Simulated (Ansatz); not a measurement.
Crystal: MoI.

```
CELL_PARAMETERS angstrom
0.00000 3.17885 3.17885
3.17885 0.00000 3.17885
3.17885 3.17885 0.00000
ATOMIC_POSITIONS crystal
Mo 0.00000 0.00000 0.00000
I 0.75000 0.75000 0.75000
```

The cell was built by a generator and needn't be a form met in nature.

Base run:

```yaml
Program: Ansatz 0.2.0
Functional: RPBE
Potentials_or_basis: Ansatz PAW
Cutoff: "420 eV (not typed: the program's choice for these potentials)"
k_mesh: 7 × 7 × 7
Occupations: fermi-dirac, width 0.05 eV
Spin: no spin polarisation
```

Its results: band gap on the k mesh none (metal or under the smearing width); pressure -5.8 GPa.

Task: After a change of settings the same cell gave: band gap on the k mesh none (metal or under the smearing width); pressure -8.1 GPa. Which change was it?
A. functional from RPBE to BLYP
B. functional from RPBE to r2SCAN; cutoff from 420 eV (not typed: the program's choice for these potentials) to 500 eV (not typed: the program's choice for these potentials)
C. functional from RPBE to PBEsol
D. functional from RPBE to LDA

Result: B.

Caveats: spin-orbit coupling is left out, which moves the levels of the heavy elements; an odd number of electrons without spin polarisation forces a metal; a magnetic or distorted state may lie lower; the PAW data sets come from PBE, with cores solved anew for the run's functional, which leaves a small shift of forces and pressure.

Runs at the PBE level aren't shown here.
